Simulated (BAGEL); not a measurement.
# HF/def2-SVPD (density fitting with qzvpp-jkfit) run of CH4BFO (SMILES OCBF)

Aim: the energy change on altering one bond length of CH4BFO at HF/def2-SVPD (density fitting with qzvpp-jkfit), from 2 runs. 

The results are computed with BAGEL 1.2.2.

1 further run of the same task is left out (it didn't finish). Runs told in other sessions of the task aren't counted.

## Step 1: Starting point

The species is CH4BFO (8 atoms), meant as a singlet with charge 0. As SMILES, `OCBF`. The coordinates come from a PBE0-D4/def2-TZVP relaxation. This is one conformer, not always the lowest.

Bond lengths: O1–C2 1.408 Å, C2–B3 1.560 Å, B3–F4 1.317 Å, O1–H5 0.959 Å, C2–H6 1.105 Å, C2–H7 1.105 Å, B3–H8 1.201 Å. Angles: O1–C2–B3 113.4°, C2–B3–F4 121.5°, O1–C2–H6 112.5°, O1–C2–H7 112.5°, B3–C2–H6 106.7°, B3–C2–H7 106.6°, C2–O1–H5 108.9°, C2–B3–H8 120.7°, F4–B3–H8 117.8°, H6–C2–H7 104.5°.

## Step 2: The energy at HF/def2-SVPD (density fitting with qzvpp-jkfit)

Contents of hf.json:

```json
{ "bagel": [

{
  "title": "molecule",
  "basis": "def2-svpd.json",
  "df_basis": "qzvpp-jkfit",
  "angstrom": "true",
  "geometry": [
    { "atom": "O", "xyz": [   -1.240500,    0.762600,   -0.169300 ] },
    { "atom": "C", "xyz": [    0.117900,    0.425000,   -0.013600 ] },
    { "atom": "B", "xyz": [    0.368600,   -1.112000,    0.076000 ] },
    { "atom": "F", "xyz": [   -0.622900,   -1.976700,    0.007200 ] },
    { "atom": "H", "xyz": [   -1.319100,    1.717500,   -0.217300 ] },
    { "atom": "H", "xyz": [    0.563100,    0.872000,    0.893700 ] },
    { "atom": "H", "xyz": [    0.744200,    0.799800,   -0.843400 ] },
    { "atom": "H", "xyz": [    1.481000,   -1.545400,    0.210800 ] }
  ]
},
{ "title": "hf" },
{ "title": "print", "file": "orbitals.molden", "orbitals": "true" }

]}
```

The basis set def2-SVPD is read from a file made from the Basis Set Exchange's data (not shown).

Started as:

```bash
BAGEL_NUM_THREADS=1 BAGEL hf.json > hf.out
```

The log of the run:

```text
* using 1 threads per process

  ===============================================================
  ===============================================================

  *** Geometry ***

  { "atom" : "O", "xyz" : [     -2.344205,      1.441105,     -0.319931 ] },
  { "atom" : "C", "xyz" : [      0.222799,      0.803134,     -0.025700 ] },
  { "atom" : "B", "xyz" : [      0.696553,     -2.101375,      0.143619 ] },
  { "atom" : "F", "xyz" : [     -1.177110,     -3.735422,      0.013606 ] },
  { "atom" : "H", "xyz" : [     -2.492738,      3.245605,     -0.410637 ] },
  { "atom" : "H", "xyz" : [      1.064105,      1.647841,      1.688848 ] },
  { "atom" : "H", "xyz" : [      1.406334,      1.511403,     -1.593795 ] },
  { "atom" : "H", "xyz" : [      2.798684,     -2.920383,      0.398354 ] },

  Number of auxiliary basis functions:      376

  Since a DF basis is specified, we compute 2- and 3-index integrals:
    o Being stored without compression. Storage requirement is 0.042 GB

  Number of basis functions:      118
  Number of electrons      :       32

    * METHOD: MOLECULE                             0.18

  *** RHF ***

  === Nuclear Repulsion ===
   111.2266166748

      * DIIS with orbital gradients will be used.

  === RHF iteration (def2-svpd.json) ===
      0       -238.71814746          0.02154690           0.05
      1       -238.91694427          0.01599493           0.05
      2       -239.04733965          0.00170983           0.05
      3       -239.04947034          0.00042845           0.05
      4       -239.04958336          0.00012048           0.05
      5       -239.04959546          0.00002773           0.05
      6       -239.04959625          0.00000803           0.05
      7       -239.04959631          0.00000259           0.05
      8       -239.04959631          0.00000108           0.05
      9       -239.04959632          0.00000025           0.05
     10       -239.04959632          0.00000010           0.05
     11       -239.04959632          0.00000003           0.05
     12       -239.04959632          0.00000001           0.05
    * SCF iteration converged.

    * Permanent dipole moment:
           (   -0.780560,    -0.908665,    -0.043973) a.u.

    * METHOD: HF                                   0.80

    * METHOD: PRINT                                0.04

  ===============================================================
```

Wall time 1.1 s (1 thread of Arm Neoverse V1, shared host); peak memory 0.12 GiB.

## Step 3: The distorted shape, same level

Contents of job.json:

```json
{ "bagel": [

{
  "title": "molecule",
  "basis": "def2-svpd.json",
  "df_basis": "qzvpp-jkfit",
  "angstrom": "true",
  "geometry": [
    { "atom": "O", "xyz": [   -1.216922,    0.476160,   -0.154902 ] },
    { "atom": "C", "xyz": [    0.141478,    0.138560,    0.000798 ] },
    { "atom": "B", "xyz": [    0.392178,   -1.398440,    0.090398 ] },
    { "atom": "F", "xyz": [   -0.599322,   -2.263140,    0.021598 ] },
    { "atom": "H", "xyz": [   -1.319100,    1.717500,   -0.217300 ] },
    { "atom": "H", "xyz": [    0.586678,    0.585560,    0.908098 ] },
    { "atom": "H", "xyz": [    0.767778,    0.513360,   -0.829002 ] },
    { "atom": "H", "xyz": [    1.504578,   -1.831840,    0.225198 ] }
  ]
},
{
  "title": "hf"
},
{
  "title": "print",
  "file": "orbitals.molden",
  "orbitals": "true"
}

]}
```

The basis set def2-SVPD is read from a file made from the Basis Set Exchange's data (not shown).

Started as:

```bash
BAGEL_NUM_THREADS=1 BAGEL job.json > job.out
```

The log of the run:

```text
* using 1 threads per process

  ===============================================================
  ===============================================================

  *** Geometry ***

  { "atom" : "O", "xyz" : [     -2.299649,      0.899812,     -0.292722 ] },
  { "atom" : "C", "xyz" : [      0.267355,      0.261840,      0.001508 ] },
  { "atom" : "B", "xyz" : [      0.741109,     -2.642669,      0.170827 ] },
  { "atom" : "F", "xyz" : [     -1.132554,     -4.276715,      0.040814 ] },
  { "atom" : "H", "xyz" : [     -2.492738,      3.245605,     -0.410637 ] },
  { "atom" : "H", "xyz" : [      1.108661,      1.106548,      1.716057 ] },
  { "atom" : "H", "xyz" : [      1.450890,      0.970110,     -1.566587 ] },
  { "atom" : "H", "xyz" : [      2.843240,     -3.461676,      0.425563 ] },

  Number of auxiliary basis functions:      376

  Since a DF basis is specified, we compute 2- and 3-index integrals:
    o Being stored without compression. Storage requirement is 0.042 GB

  Number of basis functions:      118
  Number of electrons      :       32

    * METHOD: MOLECULE                             0.17

  *** RHF ***

  === Nuclear Repulsion ===
   109.8632506546

      * DIIS with orbital gradients will be used.

  === RHF iteration (def2-svpd.json) ===
      0       -238.64231701          0.02191696           0.05
      1       -238.82969691          0.01773148           0.05
      2       -238.99056563          0.00191952           0.05
      3       -238.99330835          0.00070742           0.05
      4       -238.99365101          0.00021254           0.05
      5       -238.99369361          0.00007529           0.05
      6       -238.99369904          0.00002712           0.05
      7       -238.99370009          0.00000688           0.05
      8       -238.99370014          0.00000273           0.05
      9       -238.99370014          0.00000119           0.05
     10       -238.99370014          0.00000046           0.05
     11       -238.99370015          0.00000020           0.05
     12       -238.99370015          0.00000008           0.05
     13       -238.99370015          0.00000003           0.05
     14       -238.99370015          0.00000001           0.05
     15       -238.99370015          0.00000001           0.05
    * SCF iteration converged.

    * Permanent dipole moment:
           (   -0.770592,    -0.994906,    -0.039333) a.u.

    * METHOD: HF                                   0.94

    * METHOD: PRINT                                0.04

  ===============================================================
```

It took 1.3 s on 1 thread of Arm Neoverse V1, shared host; peak memory 0.12 GiB.

## Step 4: Results

Level: HF/def2-SVPD (density fitting with qzvpp-jkfit).

| quantity | value |
| --- | --- |
| first shape: total energy | -239.04960 Eh |
| first shape: dipole moment | 3.05 D |
| first shape: HOMO energy | -12.55 eV |
| first shape: LUMO energy | 2.04 eV |
| first shape: HOMO–LUMO gap | 14.59 eV |
| distorted shape: total energy | -238.99370 Eh |
| distorted shape: dipole moment | 3.20 D |
| distorted shape: HOMO energy | -12.36 eV |
| distorted shape: LUMO energy | 1.81 eV |
| distorted shape: HOMO–LUMO gap | 14.17 eV |
| energy change with the O1–H5 bond stretched from 0.959 to 1.247 Å | 1.521 eV |

What this shows: With the O1–H5 bond stretched from 0.959 to 1.247 Å the energy rises by 1.52 eV (35 kcal/mol). The first shape isn't relaxed at this level, so the change isn't measured from a minimum.
